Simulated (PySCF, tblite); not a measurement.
**C₄H₁₁ClOSi₃: geometry, infrared bands and NMR shifts**

Aim: predict the infrared bands and NMR shifts of C₄H₁₁ClOSi₃ (`C[SiH](C)[Si@H]1C=C(Cl)[SiH2]O1`).

The runs use tblite 0.8.0 and PySCF 2.14.0, with density-fitted response routines of our own; the level of theory stands in each step. All values are computed, except where a source is named. Atoms are numbered from 0 throughout.

### 1 The molecule as given

20 atoms, charge 0, multiplicity 1; geometry from: force field or distance geometry start.

Bonds of the start (Å): C0–Si1 1.84, Si1–C2 1.89, Si1–Si3 2.23, Si3–C4 1.82, C4–C5 1.33, C5–Cl6 1.77, C5–Si7 1.81, Si7–O8 1.72, O8–Si3 1.73, C0–H9 1.09, C0–H10 1.10, C0–H11 1.11, Si1–H12 1.47, C2–H13 1.09, C2–H14 1.10, C2–H15 1.12, Si3–H16 1.47, C4–H17 1.09, Si7–H18 1.48, Si7–H19 1.47.

### 2 Optimising the geometry with GFN2-xTB

The job: settings as JSON, then the geometry in Å.

```
{"job": {"kind": "relax", "xc": "GFN2-xTB", "basis": "xTB"}, "charge": 0, "multiplicity": 1}
C      2.271900     1.507800    -0.327500
Si     1.448700    -0.114900    -0.628900
C      2.511900    -1.405100     0.245900
Si    -0.582600    -0.232300     0.285500
C     -1.644100     1.188500    -0.123200
C     -2.890200     0.781700    -0.367100
Cl    -4.208500     1.871300    -0.809700
Si    -3.063100    -1.014700    -0.174600
O     -1.453000    -1.582800    -0.346700
H      3.122600     1.372300     0.344100
H      1.600500     2.289800     0.045100
H      2.670000     1.872300    -1.294000
H      1.393700    -0.400500    -2.067700
H      3.331300    -0.899600     0.747900
H      2.949300    -2.075800    -0.513600
H      1.883300    -1.962500     0.986800
H     -0.552300    -0.400500     1.750100
H     -1.319700     2.231000    -0.188300
H     -3.512300    -1.379900     1.182500
H     -3.962700    -1.635300    -1.159200
```

Launch:

```bash
$ OMP_NUM_THREADS=1 python probes_run.py task.json out
```

The driver reads the jobs from task.json and runs them one after another.

**Question.** This job is followed by: GFN2-xTB harmonic vibrations, gas phase; GIAO PBE0/pcSseg-1 NMR shielding, non-relativistic, gas phase. Predict these results of the whole session: strongest single infrared mode (GFN2-xTB); zero-point energy (GFN2-xTB); 13C shifts against TMS (PBE0/pcSseg-1); 1H shifts against TMS (PBE0/pcSseg-1, means over atoms taken as alike); 29Si shifts against TMS (PBE0/pcSseg-1); 35Cl shifts against HCl (PBE0/pcSseg-1); 17O shifts against H2O (PBE0/pcSseg-1).

**Answer**, as computed:

```
                                                              quantity                                         value
                             strongest single infrared mode (GFN2-xTB)                         2154 cm⁻¹, 411 km/mol
                                          zero-point energy (GFN2-xTB)                                 84.2 kcal/mol
                                13C shifts against TMS (PBE0/pcSseg-1)                  162.4, 151.8, -4.8, -5.8 ppm
1H shifts against TMS (PBE0/pcSseg-1, means over atoms taken as alike)  7.18, 5.94, 5.18, 5.15, 4.38, 0.35, 0.09 ppm
                               29Si shifts against TMS (PBE0/pcSseg-1)                        10.4, -19.2, -46.2 ppm
                               35Cl shifts against HCl (PBE0/pcSseg-1)                                       262 ppm
                                17O shifts against H2O (PBE0/pcSseg-1)                                      18.0 ppm
```

The optimisation took 138 steps and gained 1.001 eV; among the close pairs (by a distance rule), Si7–O8 changed most, from 1.716 to 1.629 Å. All 54 modes are real, so the xTB geometry is a minimum. The strongest single mode, at 2154 cm⁻¹, moves mainly H16. GFN2-xTB is a fitted tight-binding method: band positions and strengths are rough. Its intensities can rank the bands wrongly. The most deshielded hydrogen is H17 (hydrogen on an alkene CH), at 7.18 ppm: olefinic region. At PBE0/pcSseg-1: The widest tensor belongs to Cl6: span 548 ppm, with a paramagnetic part of -457 ppm.
